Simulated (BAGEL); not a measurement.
**A workflow on CH3BrSn (SMILES [CH3][Sn][Br])**

Wanted: energy and forces (B3LYP/x2c-SV(P)all), then energy and gradient (B3LYP/x2c-SVPall), then energy and gradient (B3LYP/x2c-TZVPall) of CH3BrSn. 

The calculation is run with BAGEL 1.2.2.

### Step 1. The molecule

CH3BrSn has 6 atoms, charge 0, and is taken as a singlet. As SMILES, `[CH3][Sn][Br]`. The coordinates come from a PBE0-D4/def2-TZVP relaxation.

Bond lengths: C1–Sn2 2.178 Å, Sn2–Br3 2.537 Å, C1–H4 1.093 Å, C1–H5 1.094 Å, C1–H6 1.092 Å. Angles: C1–Sn2–Br3 94.1°, Sn2–C1–H4 109.3°, Sn2–C1–H5 109.2°, Sn2–C1–H6 111.9°, H4–C1–H5 107.5°, H4–C1–H6 109.5°, H5–C1–H6 109.4°.

### Step 2. Energy and gradient at B3LYP/x2c-SV(P)all (DKH2, density fitting with AutoAux, property dipole) (run 1)

calc.json reads:

```json
{ "bagel": [

{
  "title": "molecule",
  "basis": "x2c-sv_p_all.json",
  "df_basis": "x2c-sv_p_all-autoaux.json",
  "angstrom": true,
  "dkh": true,
  "geometry": [
    { "atom": "C", "xyz": [      -0.419500,       0.471800,      -0.315900 ] },
    { "atom": "Sn", "xyz": [       0.255200,      -0.261700,       1.621100 ] },
    { "atom": "Br", "xyz": [       1.776600,      -2.031200,       0.627000 ] },
    { "atom": "H", "xyz": [      -0.870300,      -0.351000,      -0.877500 ] },
    { "atom": "H", "xyz": [       0.443800,       0.825400,      -0.886600 ] },
    { "atom": "H", "xyz": [      -1.143600,       1.282700,      -0.214300 ] }
  ]
},

{
  "title": "force",
  "method": [
    { "title": "ks", "xc_func": "b3lyp" }
  ]
}

]}
```

The basis set x2c-SV(P)all is read from a file made from the Basis Set Exchange's data (not shown).

Started as:

```
$ BAGEL_NUM_THREADS=1 BAGEL calc.json > calc.out
```

Standard output:

```text
* using 1 threads per process

  ===============================================================
  ===============================================================

  *** Geometry ***

  { "atom" : "C", "xyz" : [     -0.792740,      0.891573,     -0.596964 ] },
  { "atom" : "Sn", "xyz" : [      0.482258,     -0.494541,      3.063435 ] },
  { "atom" : "Br", "xyz" : [      3.357287,     -3.838412,      1.184858 ] },
  { "atom" : "H", "xyz" : [     -1.644629,     -0.663294,     -1.658235 ] },
  { "atom" : "H", "xyz" : [      0.838660,      1.559780,     -1.675431 ] },
  { "atom" : "H", "xyz" : [     -2.161091,      2.423952,     -0.404968 ] },

  Number of auxiliary basis functions:      824

  Since a DF basis is specified, we compute 2- and 3-index integrals:
    o Being stored without compression. Storage requirement is 0.051 GB

  Number of basis functions:       88
  Number of electrons      :       94

    * METHOD: MOLECULE                             0.71

  The gradients will be computed analytically.

  *** Kohn-Sham DFT ***

    * Removing 9823 points whose weight is below 1.00e-10
    * Grid points: 79613

  === Nuclear Repulsion ===
   523.2627898336

       - DIIS with orbital gradients will be used.

  === KS iteration (b3lyp / x2c-sv_p_all.json) ===
      0      -8732.30571282          0.09667360           0.62
      1      -8339.07091689          0.19638947           0.58
      2      -8469.56019772          0.10661663           0.58
[... 18 lines of this table left out ...]
     21      -8819.83661982          0.00000000           0.59
    * SCF iteration converged.

    * Permanent dipole moment:
           (    0.647193,    -0.749645,    -0.243181) a.u.

  * Nuclear energy gradient

    o Atom   0
        x          0.0001588140
        y         -0.0001523587
        z         -0.0007954955
    o Atom   1
        x          0.0008184653
        y         -0.0011277578
        z         -0.0102515576
    o Atom   2
        x         -0.0039887627
        y          0.0045831737
        z          0.0020675809
    o Atom   3
        x          0.0035432482
        y          0.0059450272
        z          0.0046778339
    o Atom   4
        x         -0.0062647978
        y         -0.0028362543
        z          0.0047654749
    o Atom   5
        x          0.0057174527
        y         -0.0064165051
        z         -0.0004954253
  * Gradient computed with                              8.14

    * METHOD: FORCE                               21.47

  ===============================================================
```

Wall time 23 s (1 thread of Arm Neoverse V1, shared host); peak memory 1.2 GiB.

### Step 3. Energy and gradient at B3LYP/x2c-SVPall (DKH2, density fitting with AutoAux, property dipole) (run 2)

input.json reads:

```json
{ "bagel": [

{
  "title": "molecule",
  "basis": "x2c-svpall.json",
  "df_basis": "x2c-svpall-autoaux.json",
  "angstrom": true,
  "dkh": true,
  "geometry": [
    { "atom": "C", "xyz": [      -0.419500,       0.471800,      -0.315900 ] },
    { "atom": "Sn", "xyz": [       0.255200,      -0.261700,       1.621100 ] },
    { "atom": "Br", "xyz": [       1.776600,      -2.031200,       0.627000 ] },
    { "atom": "H", "xyz": [      -0.870300,      -0.351000,      -0.877500 ] },
    { "atom": "H", "xyz": [       0.443800,       0.825400,      -0.886600 ] },
    { "atom": "H", "xyz": [      -1.143600,       1.282700,      -0.214300 ] }
  ]
},

{
  "title": "force",
  "method": [
    {
      "title": "ks",
      "xc_func": "b3lyp"
    }
  ]
}

]}
```

The basis set x2c-SVPall is read from a file made from the Basis Set Exchange's data (not shown).

Started as:

```
$ BAGEL_NUM_THREADS=1 BAGEL input.json > input.out
```

Standard output:

```text
* using 1 threads per process

  ===============================================================
  ===============================================================

  *** Geometry ***

  { "atom" : "C", "xyz" : [     -0.792740,      0.891573,     -0.596964 ] },
  { "atom" : "Sn", "xyz" : [      0.482258,     -0.494541,      3.063435 ] },
  { "atom" : "Br", "xyz" : [      3.357287,     -3.838412,      1.184858 ] },
  { "atom" : "H", "xyz" : [     -1.644629,     -0.663294,     -1.658235 ] },
  { "atom" : "H", "xyz" : [      0.838660,      1.559780,     -1.675431 ] },
  { "atom" : "H", "xyz" : [     -2.161091,      2.423952,     -0.404968 ] },

  Number of auxiliary basis functions:      857

  Since a DF basis is specified, we compute 2- and 3-index integrals:
    o Being stored without compression. Storage requirement is 0.065 GB

  Number of basis functions:       97
  Number of electrons      :       94

    * METHOD: MOLECULE                             0.83

  The gradients will be computed analytically.

  *** Kohn-Sham DFT ***

    * Removing 9823 points whose weight is below 1.00e-10
    * Grid points: 79613

  === Nuclear Repulsion ===
   523.2627898336

       - DIIS with orbital gradients will be used.

  === KS iteration (b3lyp / x2c-svpall.json) ===
      0      -8732.28563238          0.08806895           0.72
      1      -8335.88793534          0.20270423           0.72
      2      -8470.10938036          0.10546372           0.71
[... 19 lines of this table left out ...]
     22      -8819.84425490          0.00000001           0.71
    * SCF iteration converged.

    * Permanent dipole moment:
           (    0.649455,    -0.752036,    -0.237213) a.u.

  * Nuclear energy gradient

    o Atom   0
        x          0.0008289312
        y         -0.0008784298
        z          0.0008670713
    o Atom   1
        x          0.0010346148
        y         -0.0013644429
        z         -0.0094797796
    o Atom   2
        x         -0.0040109240
        y          0.0046091207
        z          0.0020405386
    o Atom   3
        x          0.0026116271
        y          0.0044867841
        z          0.0034511456
    o Atom   4
        x         -0.0047226315
        y         -0.0020850863
        z          0.0035193525
    o Atom   5
        x          0.0042427838
        y         -0.0047725723
        z         -0.0004301451
  * Gradient computed with                              9.06

    * METHOD: FORCE                               26.19

  ===============================================================
```

Run time: 27 s. Hardware: 1 thread of Arm Neoverse V1, shared host; peak memory 1.3 GiB.

### Step 4. Energy and gradient at B3LYP/x2c-TZVPall (DKH2, density fitting with AutoAux, property dipole) (run 3)

job.json reads:

```json
{ "bagel" : [

{
  "title" : "molecule",
  "basis" : "x2c-tzvpall.json",
  "df_basis" : "x2c-tzvpall-autoaux.json",
  "angstrom" : "true",
  "dkh" : "true",
  "geometry" : [
    { "atom" : "C", "xyz" : [   -0.419500,    0.471800,   -0.315900 ] },
    { "atom" : "Sn", "xyz" : [    0.255200,   -0.261700,    1.621100 ] },
    { "atom" : "Br", "xyz" : [    1.776600,   -2.031200,    0.627000 ] },
    { "atom" : "H", "xyz" : [   -0.870300,   -0.351000,   -0.877500 ] },
    { "atom" : "H", "xyz" : [    0.443800,    0.825400,   -0.886600 ] },
    { "atom" : "H", "xyz" : [   -1.143600,    1.282700,   -0.214300 ] }
  ]
},
{
  "title" : "force",
  "method" : [
    {
      "title" : "ks",
      "xc_func" : "b3lyp"
    }
  ]
}

]}
```

The basis set x2c-TZVPall is read from a file made from the Basis Set Exchange's data (not shown).

Started as:

```
$ BAGEL_NUM_THREADS=1 BAGEL job.json > job.out
```

Standard output:

```text
* using 1 threads per process

  ===============================================================
  ===============================================================

  *** Geometry ***

  { "atom" : "C", "xyz" : [     -0.792740,      0.891573,     -0.596964 ] },
  { "atom" : "Sn", "xyz" : [      0.482258,     -0.494541,      3.063435 ] },
  { "atom" : "Br", "xyz" : [      3.357287,     -3.838412,      1.184858 ] },
  { "atom" : "H", "xyz" : [     -1.644629,     -0.663294,     -1.658235 ] },
  { "atom" : "H", "xyz" : [      0.838660,      1.559780,     -1.675431 ] },
  { "atom" : "H", "xyz" : [     -2.161091,      2.423952,     -0.404968 ] },

  Number of auxiliary basis functions:     1170

  Since a DF basis is specified, we compute 2- and 3-index integrals:
    o Being stored without compression. Storage requirement is 0.231 GB

  Number of basis functions:      157
  Number of electrons      :       94

    * METHOD: MOLECULE                             2.35

  The gradients will be computed analytically.

  *** Kohn-Sham DFT ***

    * Removing 9823 points whose weight is below 1.00e-10
    * Grid points: 79613

  === Nuclear Repulsion ===
   523.2627898336

       - DIIS with orbital gradients will be used.

  === KS iteration (b3lyp / x2c-tzvpall.json) ===
      0      -8616.35355301          0.10940495           1.68
      1      -8532.82963319          0.29939165           1.69
      2      -8651.09836642          0.09385858           1.75
[... 22 lines of this table left out ...]
     25      -8820.95376575          0.00000001           1.71
    * SCF iteration converged.

    * Permanent dipole moment:
           (    0.694379,    -0.804974,    -0.316049) a.u.

  * Nuclear energy gradient

    o Atom   0
        x          0.0020914579
        y         -0.0022637457
        z          0.0054432013
    o Atom   1
        x          0.0009467930
        y         -0.0012267222
        z         -0.0070159632
    o Atom   2
        x         -0.0033467581
        y          0.0038707470
        z          0.0015081392
    o Atom   3
        x         -0.0000794974
        y         -0.0007424474
        z         -0.0001727032
    o Atom   4
        x          0.0007270397
        y         -0.0000079192
        z         -0.0001471285
    o Atom   5
        x         -0.0003452456
        y          0.0003710559
        z          0.0003579278
  * Gradient computed with                             20.64

    * METHOD: FORCE                               66.44

  ===============================================================
```

Wall time 69 s (1 thread of Arm Neoverse V1, shared host); peak memory 2 GiB.

### Step 5. Outcome

| quantity | value |
| --- | --- |
| run 1, B3LYP/x2c-SV(P)all: total energy | -8819.83662 Eh |
| run 1, B3LYP/x2c-SV(P)all: dipole moment | 2.59 D |
| run 1, B3LYP/x2c-SV(P)all: largest force on an atom | 0.532 eV/Å |
| run 2, B3LYP/x2c-SVPall: total energy | -8819.84425 Eh |
| run 2, B3LYP/x2c-SVPall: dipole moment | 2.60 D |
| run 2, B3LYP/x2c-SVPall: largest force on an atom | 0.495 eV/Å |
| run 3, B3LYP/x2c-TZVPall: total energy | -8820.95377 Eh |
| run 3, B3LYP/x2c-TZVPall: dipole moment | 2.82 D |
| run 3, B3LYP/x2c-TZVPall: largest force on an atom | 0.369 eV/Å |

The largest force (run 1, B3LYP/x2c-SV(P)all) is 0.53 eV/Å: the shape isn't a stationary point for this species at this level. The largest force (run 3, B3LYP/x2c-TZVPall) is 0.37 eV/Å: the shape isn't a stationary point for this species at this level. The largest force (run 2, B3LYP/x2c-SVPall) is 0.50 eV/Å: the shape isn't a stationary point for this species at this level.
